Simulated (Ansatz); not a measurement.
**CH₇ClO₃Si₂: a ladder of functionals and wavefunction methods**

How much do the methods differ for CH₇ClO₃Si₂? The plan is to run it at one geometry with functionals of several rungs and with coupled cluster. The yardstick is the atomisation energy at the CCSD(T) limit.

The runs use Ansatz 0.2.0, Gaussian basis; functionals in def2-TZVPP, the program's frozen cores in correlated methods.

Levels to be run: PBE-D4, r2SCAN-D4, PBE0-D4, B3LYP-D4, ωB97X-V, ωB97M-V, B2PLYP; CCSD(T)/def2-TZVPP; MP2/def2-QZVPP; extrapolation to the limit.

## 1. Structure used throughout

The geometry comes from an earlier relaxation with PBE0-D4 in a triple-zeta def2 set; it is a stationary point, not always the lowest conformer.

SMILES `C[Si@@H](O)O[Si@H](O)Cl`, 14 atoms, charge 0, spin multiplicity 1.

Atoms are counted from 1 here; the program's logs count them from 0.

Bond lengths: C1–Si2 1.844 Å, C1–H8 1.092 Å, C1–H9 1.092 Å, C1–H10 1.093 Å, Si2–O3 1.654 Å, Si2–O4 1.648 Å, Si2–H11 1.483 Å, O3–H12 0.959 Å, O4–Si5 1.624 Å, Si5–O6 1.626 Å, Si5–Cl7 2.064 Å, Si5–H13 1.466 Å, O6–H14 0.962 Å. Angles: Si2–C1–H8 110.9°, Si2–C1–H9 110.6°, Si2–C1–H10 110.4°, H8–C1–H9 108.4°, H8–C1–H10 108.3°, H9–C1–H10 108.1°, C1–Si2–O3 107.8°, C1–Si2–O4 109.7°, C1–Si2–H11 113.4°, O3–Si2–O4 108.3°, O3–Si2–H11 109.9°, O4–Si2–H11 107.6°, Si2–O3–H12 116.9°, Si2–O4–Si5 131.0°, O4–Si5–O6 112.4°, O4–Si5–Cl7 107.2°, O4–Si5–H13 110.6°, O6–Si5–Cl7 109.6° and more.

## 2. PBE-D4 (GGA)

in.yaml

```yaml
crystal:
  periodic: [false, false, false]
  atoms:
    - {symbol: C, position_ang: [-1.147702, 1.381261, -1.370546]}
    - {symbol: Si, position_ang: [-0.917994, 0.452287, 0.205195]}
    - {symbol: O, position_ang: [-1.189409, -1.148421, -0.108542]}
    - {symbol: O, position_ang: [0.636450, 0.620780, 0.726692]}
    - {symbol: Si, position_ang: [1.812027, -0.477891, 0.943647]}
    - {symbol: O, position_ang: [2.014399, -1.435115, -0.354969]}
    - {symbol: Cl, position_ang: [1.282706, -1.626202, 2.574403]}
    - {symbol: H, position_ang: [-2.183302, 1.318292, -1.712113]}
    - {symbol: H, position_ang: [-0.891874, 2.434760, -1.236083]}
    - {symbol: H, position_ang: [-0.502295, 0.971570, -2.151627]}
    - {symbol: H, position_ang: [-1.810570, 0.912453, 1.296937]}
    - {symbol: H, position_ang: [-1.419071, -1.703919, 0.639097]}
    - {symbol: H, position_ang: [3.090196, 0.183673, 1.224199]}
    - {symbol: H, position_ang: [1.226449, -1.883518, -0.676299]}
basis:
  gaussian: {orbitals: def2-TZVPP}
hamiltonian: {xc: pbe, dispersion: d4}
output: {forces: true, orbitals: {seedname: orbitals}}
```

The run is started by

```
$ ansatz run in.yaml --threads 2 --pin off --events-out ev --progress --plain --max-ram 32768MiB --backend cuda --devices 0, --max-vram 18GiB
```

Further steps of the session: r2SCAN-D4 (meta-GGA); PBE0-D4 (hybrid); B3LYP-D4 (hybrid); ωB97X-V (range-separated); ωB97M-V (range-separated); B2PLYP (double hybrid); CCSD(T) in def2-TZVPP; MP2 in def2-QZVPP.

Before running them: what should the planned runs give, taken together? Wanted: atomisation energy, CCSD(T)/CBS; farthest; mean size of error, hybrid; mean size of error, range-separated; gap, smallest and largest; T1 diagnostic; triples share of the correlation energy.

The runs gave:

```
                               quantity                                 value
        atomisation energy, CCSD(T)/CBS                       1320.4 kcal/mol
functionals within 6.6 kcal/mol (0.5 %)   PBE-D4, r2SCAN-D4, ωB97X-V, ωB97M-V
                               farthest               B2PLYP (-24.1 kcal/mol)
             mean size of error, hybrid                         17.1 kcal/mol
    mean size of error, range-separated                          2.0 kcal/mol
              gap, smallest and largest  6.80 eV (PBE-D4), 13.53 eV (ωB97X-V)
                          T1 diagnostic                                0.0110
triples share of the correlation energy                                 3.6 %
```

PBE-D4 misses by +1.3 kcal/mol. Double hybrids carry the basis error of their MP2 part in triple zeta, and no dispersion term here, so their miss is partly the set-up's. The reference freezes the cores and leaves out relativity and excitations past (T), so misses under about 6.6 kcal/mol can't be ranked. Hartree-Fock recovers 73 % of the binding; the rest is correlation. Orbital gaps span 6.8 to 13.5 eV; exact exchange widens them.
